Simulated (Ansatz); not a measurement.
# ClFGeHS radical: basis-set convergence

One table from this session's results is given with a row withheld; the runs are named, their logs left out.

The runs use Ansatz 0.2.0, Gaussian basis; one geometry, several basis sets.

Plan: PBE0-D4/def2-SVP; ωB97M-V/def2-SVP; PBE0-D4/def2-QZVPP; ωB97M-V/def2-QZVPP; the functionals' def2-TZVPP values are taken from earlier runs.

### Structure used throughout

An earlier PBE0-D4 in a triple-zeta def2 set relaxation fixed the geometry.

5 atoms, charge 0, spin multiplicity 2.

Atoms are counted from 1 here; the program's logs count them from 0.

Bond lengths: F1–Ge2 1.736 Å, Ge2–S3 2.227 Å, Ge2–Cl4 2.161 Å, S3–H5 1.345 Å. Angles: F1–Ge2–S3 103.5°, F1–Ge2–Cl4 106.1°, S3–Ge2–Cl4 112.6°, Ge2–S3–H5 91.7°.

The first run:

File in.yaml:

```yaml
crystal:
  periodic: [false, false, false]
  atoms:
    - {symbol: F, position_ang: [-1.117728, -0.858743, 1.560347]}
    - {symbol: Ge, position_ang: [0.026092, -0.740805, 0.259567]}
    - {symbol: S, position_ang: [0.799721, 1.339534, 0.436747]}
    - {symbol: Cl, position_ang: [-1.100216, -1.056614, -1.557063]}
    - {symbol: H, position_ang: [1.442031, 1.242928, -0.741000]}
basis:
  gaussian: {orbitals: def2-SVP}
magnetization: {spin_polarized: true, initial_magnetization: 1}
hamiltonian: {xc: pbe0, dispersion: d4}
output: {orbitals: {seedname: orbitals}}
```

The run is started by

```sh
> ansatz run in.yaml --threads 2 --pin off --events-out ev --progress --plain --max-ram 22528MiB --backend cpu
```

Steps of the session up to this table: PBE0-D4 in def2-SVP; ωB97M-V in def2-SVP; PBE0-D4 in def2-QZVPP; ωB97M-V in def2-QZVPP.

One of the session's tables, all rows but one given; the rest of the session is left out.

It belongs to the step «Density functionals: the series». 

```
functional       basis  HOMO (eV)  LUMO (eV)
   PBE0-D4    def2-SVP      -7.09      -4.08
   PBE0-D4  def2-TZVPP      -7.21      -4.17
   PBE0-D4  def2-QZVPP      -7.25      -4.22
   ωB97M-V    def2-SVP      -9.00      -2.20
   ωB97M-V  def2-TZVPP      -9.14      -2.37
   ωB97M-V  def2-QZVPP          ?          ?
```

Estimate the missing values for ωB97M-V, def2-QZVPP.

**Answer.** HOMO (eV): -9.20; LUMO (eV): -2.45. In the column «HOMO (eV)» it is the lowest.
